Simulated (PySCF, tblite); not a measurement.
# C16H20F18KNO8S2: electronic excitations, NMR shifts, part 2 of 3

tblite 0.8.0 and PySCF 2.14.0. Atoms count from 0. Earlier steps stand in the parts before.

### 3 Harmonic vibrations with GFN2-xTB

Job settings and geometry (Å):

```
{"job": {"kind": "ir", "xc": "GFN2-xTB", "basis": "xTB"}, "charge": 0, "multiplicity": 1}
F      1.427616    -0.679610    -3.593928
C      0.665632    -0.594181    -4.732846
F      1.309049    -1.344369    -5.648656
C     -0.722262    -1.158161    -4.430416
O     -1.339567    -0.431144    -3.408060
C     -2.177503     0.624546    -3.848039
C     -2.666852     1.348696    -2.602852
O     -3.642527     2.309189    -2.969692
C     -4.009967     3.144657    -1.898935
C     -3.187285     4.438147    -1.899676
F     -3.690913     5.312698    -0.997199
F     -1.897716     4.223285    -1.547155
F      5.270106     2.316308    -4.823877
C      4.787464     1.559314    -3.815096
F      3.463378     1.380307    -4.092776
C      5.538671     0.221643    -3.757212
O      5.473847    -0.393900    -2.502015
C      4.192705    -0.898475    -2.190556
C      4.235460    -1.626571    -0.856128
O      2.893122    -1.854176    -0.464053
C      2.770283    -2.363744     0.839310
C      2.797705    -1.254416     1.911270
F      3.122329    -0.060141     1.353419
F      1.577699    -1.085521     2.467843
O     -0.209047    -3.240810     1.042230
S     -1.208933    -2.223654     0.960213
O     -2.171566    -2.091239     1.990467
N     -0.542318    -0.899086     0.454513
S     -1.168915     0.535386     0.540071
O     -2.586083     0.611781     0.476447
O     -0.405031     1.327895    -0.384476
C     -0.684563     1.238530     2.215883
F     -0.833064     0.334739     3.194832
F      0.619174     1.579050     2.178219
C     -1.539668     2.476964     2.496028
F     -1.641937     3.227435     1.400880
F     -1.025986     3.255121     3.453275
F     -2.764703     2.140605     2.877378
C     -2.188566    -2.769239    -0.585883
F     -1.289178    -3.145299    -1.534148
F     -2.882259    -1.746269    -1.121730
C     -3.134784    -3.933922    -0.293198
F     -3.575802    -4.526814    -1.413000
F     -4.204109    -3.532339     0.379365
F     -2.523632    -4.876445     0.420292
K      0.871352    -0.406912    -1.288292
H      0.687275     0.454863    -5.055913
H     -0.586052    -2.182844    -4.069586
H     -1.316884    -1.170676    -5.352745
H     -3.038716     0.223057    -4.398930
H     -1.635146     1.326255    -4.494578
H     -3.101789     0.617359    -1.913865
H     -1.815571     1.819263    -2.105578
H     -3.887672     2.637545    -0.935136
H     -5.059506     3.421003    -2.042015
H     -3.182372     4.930730    -2.885440
H      4.859922     2.134496    -2.879415
H      6.595124     0.429114    -3.945147
H      5.146550    -0.436101    -4.547219
H      3.852165    -1.583383    -2.978789
H      3.461428    -0.084948    -2.082795
H      4.769059    -2.582284    -0.957714
H      4.769576    -0.990699    -0.141562
H      3.558737    -3.098046     1.042744
H      1.792685    -2.850859     0.905557
H      3.503795    -1.435481     2.737339
```

The program printed:

```text
mode    cm-1     km/mol
  1     -10.0      0.92
  2      -3.0      1.49
  3       7.9      0.15
  4      12.3      0.66
  5      16.6      1.54
  6      18.3      0.13
  7      20.6      0.90
  8      22.6      0.26
  9      27.2      0.14
 10      30.2      0.54
 11      32.2      0.01
 12      34.7      0.80
 13      35.8      1.42
 14      37.8      0.68
 15      38.6      0.79
 16      42.0      0.21
 17      45.2      1.49
 18      47.3      0.80
 19      50.6      0.44
 20      52.8      1.85
 21      54.7      1.19
 22      57.8      0.37
 23      61.3      0.58
 24      62.5      0.22
 25      65.0      3.05
 26      71.3      2.50
 27      71.6      3.06
 28      81.5      7.41
 29      84.9      6.15
 30      91.1      2.16
 31      98.3      1.38
 32     104.2      3.25
 33     119.8      0.98
 34     122.7      0.99
 35     124.9      4.31
 36     128.8      1.26
 37     150.5     11.48
 38     161.7      4.54
 39     166.4      5.78
 40     169.0     11.08
 41     179.4      3.21
 42     180.1      5.81
 43     184.9      8.87
 44     196.7     18.42
 45     220.2      1.62
 46     225.0     14.24
 47     236.1     25.37
 48     243.7      1.74
 49     250.9      0.82
 50     260.8      2.84
 51     264.3      3.53
 52     266.3      4.58
 53     270.1      5.32
 54     279.7      4.34
 55     281.5      5.05
 56     300.8      0.79
 57     312.2     36.13
 58     326.4      7.97
 59     339.9     13.73
 60     345.2      1.57
 61     350.1      4.04
 62     355.7     13.02
 63     356.6      4.44
 64     363.1     30.86
 65     376.8      8.41
 66     408.8      0.25
 67     414.7      0.15
 68     424.0     10.56
 69     428.4     37.13
 70     457.0      7.42
 71     458.6     19.42
 72     466.3      5.42
 73     469.5     63.83
 74     474.3     44.74
 75     482.1     14.16
 76     482.5     43.15
 77     489.4    157.86
 78     497.5     28.07
 79     503.6      2.63
 80     521.4     18.33
 81     529.9     22.22
 82     538.9      8.37
 83     547.7     62.87
 84     547.9    653.63
 85     557.2      2.70
 86     566.8     36.85
 87     568.2      6.50
 88     569.5     19.27
 89     584.7      3.22
 90     665.5     48.06
 91     680.3     29.01
 92     686.8     36.90
 93     818.4    182.99
 94     837.5      1.51
 95     855.8      0.61
 96     866.9     34.34
 97     873.0      8.26
 98     876.6     25.22
 99     880.2     61.81
100     901.1     21.73
101     908.7      0.39
102     956.3     50.29
103     984.6    146.31
104    1007.7     62.00
105    1009.7     68.17
106    1015.3     69.95
107    1022.0    170.16
108    1028.0      4.62
109    1039.4    114.53
110    1061.3     40.96
111    1070.1     73.30
112    1071.3     34.80
113    1074.8    126.76
114    1077.2     47.42
115    1078.8    356.73
116    1081.2     21.14
117    1088.1     78.11
118    1091.2     91.88
119    1092.6    488.18
120    1094.2    103.20
121    1097.6     71.64
122    1100.8     74.85
123    1105.1      6.90
124    1108.3    215.13
125    1112.0     23.05
126    1112.8     13.50
127    1114.6     21.27
128    1121.4     51.56
129    1124.1     22.84
130    1127.7     78.98
131    1131.2     33.42
132    1132.2    251.58
133    1138.3    118.11
134    1145.0    368.62
135    1146.7     79.22
136    1167.9   1270.41
137    1186.1     33.78
138    1202.6     12.40
139    1205.6     35.55
140    1221.5     10.04
141    1222.2     32.42
142    1223.9     27.57
143    1229.6     63.50
144    1235.1     18.86
145    1236.0     15.83
146    1241.6      8.56
147    1243.8     14.36
148    1248.6      8.83
149    1258.3     14.69
150    1262.1     24.42
151    1266.7      3.31
152    1277.1     20.82
153    1282.0    130.23
154    1284.6      4.90
155    1287.4     87.47
156    1307.5     18.22
157    1317.8    892.52
158    1320.0     23.41
159    1323.6     32.85
160    1324.8      3.55
161    1332.8     14.61
162    1339.6      5.47
163    1372.6      1.97
164    1419.8      7.82
165    1425.5      8.76
166    1427.2      6.77
167    1429.4     14.28
168    1443.1      0.20
169    1473.5      1.81
170    1476.7      2.62
171    1489.9      8.97
172    1539.4      6.85
173    2872.4     20.28
174    2876.2     15.94
175    2880.5      6.64
176    2886.3     18.01
177    2886.7     31.83
178    2889.2     46.41
179    2898.5     35.74
180    2902.6      9.45
181    2907.7     42.27
182    2910.7     69.68
183    2915.9     37.98
184    2920.1     14.36
185    2932.7     24.27
186    2943.4     11.01
187    2953.8     17.87
188    2955.2     12.41
189    2957.1     10.17
190    2972.3     75.07
191    2980.9     17.49
192    2985.8      3.38
```

Run time: 20 s. Hardware: 4 threads of Arm Neoverse V1, shared host; peak memory 0.18 GiB.

The strongest bands and the atoms that carry them (share of the mass-weighted mode):

| cm⁻¹ | km/mol | atoms |
| --- | --- | --- |
| 548 | 653.6 | S25 23 %, N27 19 %, S28 16 % |
| 1079 | 356.7 | C41 48 % |
| 1093 | 488.2 | C34 39 % |
| 1108 | 215.1 | C41 28 %, C38 26 %, F40 12 %, F44 10 % |
| 1132 | 251.6 | C41 36 %, O4 10 % |
| 1145 | 368.6 | O30 24 %, S28 17 %, C34 13 %, O29 11 % |
| 1168 | 1270.4 | S25 22 %, O24 21 %, N27 19 %, O26 11 % |
| 1318 | 892.5 | S25 34 %, O26 28 %, O24 14 % |

### 4 Electronic excitations: TDA PBE0/def2-SVP

The job, as its differences from that of step 3:

```diff
@@ -1,2 +1,2 @@
-{"job": {"kind": "ir", "xc": "GFN2-xTB", "basis": "xTB"}, "charge": 0, "multiplicity": 1}
+{"job": {"kind": "uv", "basis": "def2-SVP", "grid": 1, "kgrid": 0, "vcut": 1.5, "nstates": 6, "ntriplets": 2, "tda": true, "delta": ["ip_vertical"], "pop": true, "xc": "PBE0"}, "charge": 0, "multiplicity": 1}
 F      1.427616    -0.679610    -3.593928
```

Method: TDA PBE0/def2-SVP, vertical, gas phase, core orbitals frozen in the response, virtual orbitals cut by energy.

The program printed:

```text
start: PBE on a coarse grid of 60423 points
cycle   1  E = -4463.1101405329  dE =  8.719e+00  |g| = 2.871e+00  |ddm| = 9.224e+00
cycle   2  E = -4455.0156461707  dE =  8.094e+00  |g| = 7.136e+00  |ddm| = 9.997e+00
cycle   3  E = -4464.3479529710  dE = -9.332e+00  |g| = 1.062e+00  |ddm| = 8.361e+00
cycle   4  E = -4464.5093020510  dE = -1.613e-01  |g| = 6.271e-01  |ddm| = 1.728e+00
cycle   5  E = -4464.5743767935  dE = -6.507e-02  |g| = 2.151e-01  |ddm| = 7.482e-01
cycle   6  E = -4464.5835845828  dE = -9.208e-03  |g| = 7.534e-02  |ddm| = 2.976e-01
cycle   7  E = -4464.5845915277  dE = -1.007e-03  |g| = 2.890e-02  |ddm| = 8.980e-02
cycle   8  E = -4464.5847212831  dE = -1.298e-04  |g| = 1.143e-02  |ddm| = 3.497e-02
cycle   9  E = -4464.5847464727  dE = -2.519e-05  |g| = 3.420e-03  |ddm| = 1.307e-02
final grid: 264144 points
cycle  10  E = -4465.3919933459  dE = -2.511e-02  |g| = 2.036e-01  |ddm| = 8.804e-01
cycle  11  E = -4465.3817160399  dE =  1.028e-02  |g| = 3.151e-01  |ddm| = 4.123e-01
cycle  12  E = -4465.3995575279  dE = -1.784e-02  |g| = 3.317e-02  |ddm| = 2.681e-01
cycle  13  E = -4465.3997471750  dE = -1.896e-04  |g| = 9.729e-03  |ddm| = 3.631e-02
cycle  14  E = -4465.3997582356  dE = -1.106e-05  |g| = 2.818e-03  |ddm| = 1.128e-02
cycle  15  E = -4465.3997630898  dE = -4.854e-06  |g| = 1.308e-03  |ddm| = 3.765e-03
cycle  16  E = -4465.3997637977  dE = -7.079e-07  |g| = 2.558e-04  |ddm| = 1.376e-03
cycle  17  E = -4465.3997622888  dE =  1.509e-06  |g| = 1.110e-04  |ddm| = 3.474e-04
cycle  18  E = -4465.3997620391  dE =  2.497e-07  |g| = 2.442e-05  |ddm| = 1.184e-04
converged SCF energy = -4465.3997620391

Static polarisability (au): isotropic 236.769, principal 225.148 236.110 249.048

Singlet excitations
state   eV       nm        f      main configurations
  1   6.8287    181.6   0.00174   H->L 0.96
  2   7.0723    175.3   0.00090   H->L+1 0.94
  3   7.2351    171.4   0.00596   H-1->L+1 0.84
  4   7.5458    164.3   0.00766   H-2->L 0.89
  5   7.5614    164.0   0.00686   H->L+2 0.47, H->L+3 0.21, H->L+5 0.18
  6   7.5839    163.5   0.01507   H-1->L 0.67, H-3->L 0.16

Triplet excitations (Tamm-Dancoff, eV): 6.8058 6.8298
```

Wall time 11 min (4 threads of Arm Neoverse V1, shared host); peak memory 3.5 GiB.

Warnings kept with the result: ip_vertical: open-shell SCF did not converge.

The orbitals next to the gap, with their largest atomic shares:

| orbital | eV | atoms |
| --- | --- | --- |
| HOMO−4 | -8.56 | O4 55 %, C5 8 %, C1 7 % |
| HOMO−3 | -8.51 | O16 18 %, O19 12 %, O24 11 % |
| HOMO−2 | -8.44 | O16 40 %, O19 12 %, C13 5 % |
| HOMO−1 | -8.33 | N27 26 %, O26 22 %, O24 14 % |
| HOMO | -7.51 | O7 57 %, C9 7 %, C6 7 % |
| LUMO | -0.07 | K45 72 % |
| LUMO+1 | 0.24 | S28 20 %, S25 17 %, C31 13 % |
| LUMO+2 | 0.77 | K45 33 %, H63 5 % |
| LUMO+3 | 0.96 | K45 25 %, C17 6 %, C20 6 % |

With each of the 6 states as a Gaussian band of 0.4 eV half-width at 1/e, the curve within the window shown has maxima at 164 nm (ε 1,300) L/(mol cm). Beyond the last state computed it falls off for lack of states. The curve at chosen wavelengths:

```csv
nm,ε (L/mol/cm)
157,663
159,933
160,1057
162,1250
164,1335
165,1334
167,1252
168,1180
170,1002
172,809
173,716
175,551
177,416
178,360
180,268
182,199
183,171
185,126
187,91
188,77
190,54
191,45
193,31
195,20
196,16
198,10
```

Further results of this job:

| property | computed |
| --- | --- |
| dipole moment (D) | 9.44 |
| polarisability (Å³) | 35.09 |
| HOMO–LUMO gap (eV) | 7.44 |
| −ε(HOMO) (eV) | 7.51 |

[end of part 2 of 3]
